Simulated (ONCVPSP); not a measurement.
# Pseudopotential generation for gadolinium: ONCV, PBE

Do these settings give a usable potential? It is generated, then checked for transferability, scattering, ghosts and hardness.

The numbers are computed with ONCVPSP 4.0.1.1 (patched build) (PBE, scalar-relativistic, spin-unpolarised reference atom).

**1. The design**

Typed settings, in words:

* element: gadolinium (Gd, Z = 64)
* type: optimised norm-conserving Vanderbilt (ONCV)
* frozen core: [Kr] 4d10
* valence charge: 18
* reference configuration: 4f7 5s2 5p6 5d1 6s1.5 (charge +0.5)
* partial waves: 5s+6s: rc 1.95 bohr, ncon 4, nbas 7, qcut 6 1/bohr, 2 projectors; 5p: rc 2.45 bohr, ncon 3, nbas 7, qcut 5.1 1/bohr, 3 projectors, debl 1.8 Ha; 5d: rc 3.50 bohr, ncon 3, nbas 7, qcut 5.2 1/bohr, 2 projectors, debl 0.5 Ha; 4f: rc 0.95 bohr, ncon 4, nbas 9, qcut 20.4 1/bohr, 2 projectors, debl 1.2 Ha
* local potential: polynomial inside 0.75 bohr (lpopt 3, dvloc0 1 Ha)
* core correction: Teter function, fcfact 1.5, rcfact 1.45

The nodes and maxima of the atom's own shells, from an earlier all-electron run, set the scale for the radii.

All-electron outer shells of the reference configuration (PBE, scalar-relativistic, ld1.x):

```json
{"shell": "4d", "level (eV)": "-150.73", "outermost node (bohr)": "0.27", "outermost maximum (bohr)": "0.56"}
{"shell": "5s", "level (eV)": "-52.76", "outermost node (bohr)": "0.65", "outermost maximum (bohr)": "1.20"}
{"shell": "5p", "level (eV)": "-30.28", "outermost node (bohr)": "0.70", "outermost maximum (bohr)": "1.35"}
{"shell": "4f", "level (eV)": "-11.71", "outermost node (bohr)": "–", "outermost maximum (bohr)": "0.56"}
{"shell": "6s", "level (eV)": "-6.62", "outermost node (bohr)": "1.60", "outermost maximum (bohr)": "3.29"}
{"shell": "5d", "level (eV)": "-5.34", "outermost node (bohr)": "0.79", "outermost maximum (bohr)": "1.95"}
{"shell": "6p", "level (eV)": "-3.44", "outermost node (bohr)": "1.91", "outermost maximum (bohr)": "4.28"}
```

**2. The generation run**

Gd.dat reads:

```
# ATOM AND REFERENCE CONFIGURATION
# atsym  z   nc   nv     iexc    psfile
  Gd 64.00    9    5        4      upf
#
#   n    l    f
    1    0    2.00
    2    0    2.00
    2    1    6.00
    3    0    2.00
    3    1    6.00
    3    2   10.00
    4    0    2.00
    4    1    6.00
    4    2   10.00
    4    3    7.00
    5    0    2.00
    5    1    6.00
    5    2    1.00
    6    0    1.50
#
# PSEUDOPOTENTIAL AND OPTIMIZATION
# lmax
    3
#
#   l,   rc,      ep,       ncon, nbas, qcut
    0    1.95    0.00    4    7    6.00
    1    2.45    0.00    3    7    5.10
    2    3.50    0.00    3    7    5.20
    3    0.95    0.00    4    9   20.40
#
# LOCAL POTENTIAL
# lloc, lpopt,  rc(5),   dvloc0
    4    3    0.75    1.00
#
# VANDERBILT-KLEINMAN-BYLANDER PROJECTORs
# l, nproj, debl
    0    2    2.70
    1    3    1.80
    2    2    0.50
    3    2    1.20
#
# MODEL CORE CHARGE
# icmod, fcfact, rcfact
    3    1.50    1.45
#
# LOG DERIVATIVE ANALYSIS
# epsh1, epsh2, depsh
   -3.00    5.00    0.02
#
# OUTPUT GRID
# rlmax, drl
    6.00    0.01
#
# TEST CONFIGURATIONS
# ncnf
    4
# nvcnf
#   n    l    f
    5
    4    3    7.00
    5    0    2.00
    5    1    6.00
    5    2    1.00
    6    0    2.00
#
    5
    4    3    7.00
    5    0    2.00
    5    1    6.00
    5    2    1.00
    6    0    1.00
#
    5
    4    3    7.00
    5    0    2.00
    5    1    6.00
    5    2    1.00
    6    0    0.00
#
    5
    4    3    6.00
    5    0    2.00
    5    1    6.00
    5    2    0.00
    6    0    0.00
#
```

Started as:

```console
$ oncvpsp.x < Gd.dat > Gd.out
```

Q: Predict the outcome of this session. Wanted: cutoffs for 1 and 0.1 mHa per electron, occupied waves; bound ghosts; GHOST(+) flags; largest test error; largest phase difference near zero energy, channels read; rms error of d²Exc/dn², without and with the model core.

As calculated:

| quantity | value |
| --- | --- |
| cutoffs for 1 and 0.1 mHa per electron, occupied waves | 156 Ha and 174 Ha |
| bound ghosts | s at -336.40 eV |
| GHOST(+) flags | p at 29 eV, d at 7 eV |
| largest test error (AE − PS) | +242 meV, for 4f6 5s2 5p6 5d0 6s0 |
| largest phase difference near zero energy, channels read | 3.142 rad |
| rms error of d²Exc/dn², without and with the model core | 6.39 and 4.58 mHa |

**Reading.** It has a bound ghost (s), a state that the atom doesn't have, and that rules the file out. By total energies transferability is poor: the largest error is 242 meV on 79.4 eV, for 4f6 5s2 5p6 5d0 6s0. That test lies far up in energy; among those under 40 eV, nearer to bonding, the largest error is 5.7 meV. By its cutoff, 156 Ha for the looser tolerance, it is very hard. At the looser tolerance the 4f wave is the slowest; 5s needs 14 Ha. Of the channels read, d scatters worst near zero energy, by up to 3.14 rad. A step near π is an extra or missing state, not a misfit of shape. The pseudo curves have a pole with no partner nearby in the atom's: d at 0.28 Ha. At positive energy that is a spurious or a displaced resonance. The program also flags highly localised states, GHOST(+) (p, d).
